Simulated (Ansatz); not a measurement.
# Mg: the cost of one run

Program: Ansatz 0.2.0. Level of theory: DFT PBE, plane waves, PAW, scalar-relativistic, no spin polarisation. These are calculated values, not measurements.

## 1. The system as given

The cell holds 36 atoms (Mg36): a = 9.630 Å, b = 9.630 Å, c = 10.426 Å, α = 90.00°, β = 90.00°, γ = 120.00°.

The coordinates stand in the first input below.

## 2. Run 1

200 steps of 3 fs under a Langevin thermostat at 1300 K.

Contents of input.yaml:

```yaml
accuracy: low
crystal:
  lattice:
    - [9.63, 0.0, 0.0]
    - [-4.815, 8.339825, 0.0]
    - [0.0, 0.0, 10.42608]
  atoms:
    - { symbol: Mg, position: [0.0, 0.0, 0.0] }
    - { symbol: Mg, position: [0.1111111, 0.2222222, 0.25] }
    - { symbol: Mg, position: [0.0, 0.0, 0.5] }
    - { symbol: Mg, position: [0.1111111, 0.2222222, 0.75] }
    - { symbol: Mg, position: [0.0, 0.3333333, 0.0] }
    - { symbol: Mg, position: [0.1111111, 0.5555556, 0.25] }
    - { symbol: Mg, position: [0.0, 0.3333333, 0.5] }
    - { symbol: Mg, position: [0.1111111, 0.5555556, 0.75] }
    - { symbol: Mg, position: [0.0, 0.6666667, 0.0] }
    - { symbol: Mg, position: [0.1111111, 0.8888889, 0.25] }
    - { symbol: Mg, position: [0.0, 0.6666667, 0.5] }
    - { symbol: Mg, position: [0.1111111, 0.8888889, 0.75] }
    - { symbol: Mg, position: [0.3333333, 0.0, 0.0] }
    - { symbol: Mg, position: [0.4444444, 0.2222222, 0.25] }
    - { symbol: Mg, position: [0.3333333, 0.0, 0.5] }
    - { symbol: Mg, position: [0.4444444, 0.2222222, 0.75] }
    - { symbol: Mg, position: [0.3333333, 0.3333333, 0.0] }
    - { symbol: Mg, position: [0.4444444, 0.5555556, 0.25] }
    - { symbol: Mg, position: [0.3333333, 0.3333333, 0.5] }
    - { symbol: Mg, position: [0.4444444, 0.5555556, 0.75] }
    - { symbol: Mg, position: [0.3333333, 0.6666667, 0.0] }
    - { symbol: Mg, position: [0.4444444, 0.8888889, 0.25] }
    - { symbol: Mg, position: [0.3333333, 0.6666667, 0.5] }
    - { symbol: Mg, position: [0.4444444, 0.8888889, 0.75] }
    - { symbol: Mg, position: [0.6666667, 0.0, 0.0] }
    - { symbol: Mg, position: [0.7777778, 0.2222222, 0.25] }
    - { symbol: Mg, position: [0.6666667, 0.0, 0.5] }
    - { symbol: Mg, position: [0.7777778, 0.2222222, 0.75] }
    - { symbol: Mg, position: [0.6666667, 0.3333333, 0.0] }
    - { symbol: Mg, position: [0.7777778, 0.5555556, 0.25] }
    - { symbol: Mg, position: [0.6666667, 0.3333333, 0.5] }
    - { symbol: Mg, position: [0.7777778, 0.5555556, 0.75] }
    - { symbol: Mg, position: [0.6666667, 0.6666667, 0.0] }
    - { symbol: Mg, position: [0.7777778, 0.8888889, 0.25] }
    - { symbol: Mg, position: [0.6666667, 0.6666667, 0.5] }
    - { symbol: Mg, position: [0.7777778, 0.8888889, 0.75] }
basis:
  ecutwfc: 420.0
kpoints:
  mp_grid: { grid: [2, 2, 1] }
hamiltonian:
  xc: pbe
scf:
  occupations: { method: fermi_dirac, width: 0.11 }
  lower_state_search: "off"
md:
  timestep: 3.0
  n_steps: 200
  ensemble: nvt_langevin
  temperature: 1300.0
  initial_velocities: maxwell_boltzmann
  seed: 571616
  friction: 0.02
```

The run is started by

```sh
$ ansatz run input.yaml --threads 4 --pin off --max-ram 10240MiB --backend cpu --events-out ev --progress --plain --runs-dir out
```

**Question.** How long does this run take on 4 threads of AMD EPYC 9R45 (Zen 5), shared host, and how much memory does it need?

About 11 min, with a peak of 3.2 GiB.
